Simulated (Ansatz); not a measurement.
# NaZrO2: the cost of one run

Method: DFT PBE, scalar-relativistic, plane waves, PAW, in Ansatz 0.2.0.

## (1) The structure to begin with

Symmetry: Fd-3m, No. 227, cubic system. Conventional cell: a = 9.215 Å, b = 9.215 Å, c = 9.215 Å, α = 90.00°, β = 90.00°, γ = 90.00°. Na (site symmetry -43m) has 12 O at 3.82 Å and 4 Zr at 3.99 Å and 4 Na at 3.99 Å as nearest neighbours. Zr (site symmetry -43m) is surrounded by 4 O at 2.00 Å. O (site symmetry -3m) has 2 Zr at 2.00 Å as nearest neighbours.

As a file:

```xyz
8
Lattice="0.0000 4.6075 4.6075 4.6075 0.0000 4.6075 4.6075 4.6075 0.0000" Properties=species:S:1:pos:R:3 pbc="T T T"
Na    6.9113    6.9113    6.9113
Na    4.6075    4.6075    4.6075
Zr    0.0000    0.0000    0.0000
Zr    2.3038    2.3038    2.3038
O     1.1519    1.1519    1.1519
O     3.4556    3.4556    1.1519
O     3.4556    1.1519    3.4556
O     1.1519    3.4556    3.4556
```

The cell is invented: random cell by space group and Wyckoff sites (Fd-3m, No. 227). The dimensions are guesses.

## (2) A first look at the guess

The input, input.yaml:

```yaml
crystal:
  lattice:
    - [0.0, 4.60752861, 4.60752861]
    - [4.60752861, 0.0, 4.60752861]
    - [4.60752861, 4.60752861, 0.0]
  atoms:
    - { symbol: Na, position: [0.75, 0.75, 0.75] }
    - { symbol: Na, position: [0.5, 0.5, 0.5] }
    - { symbol: Zr, position: [0.0, 0.0, 0.0] }
    - { symbol: Zr, position: [0.25, 0.25, 0.25] }
    - { symbol: O, position: [0.125, 0.125, 0.125] }
    - { symbol: O, position: [0.125, 0.125, 0.625] }
    - { symbol: O, position: [0.125, 0.625, 0.125] }
    - { symbol: O, position: [0.625, 0.125, 0.125] }
basis:
  ecutwfc: 420
kpoints:
  mp_grid: { grid: [4, 4, 4] }
hamiltonian:
  xc: pbe
scf:
  occupations: { method: gaussian, width: 0.1 }
  lower_state_search: "off"
output:
  forces: true
  stress: true
  eigenvalues: true
```

Started as:

```sh
> ansatz run input.yaml --threads 1 --pin off --max-ram 2560MiB --backend cpu --events-out ev --progress --plain --runs-dir out
```

What time and memory should one allow on 1 thread of Arm Neoverse V2, shared host?

About 4.1 s, with a peak of 0.42 GiB.
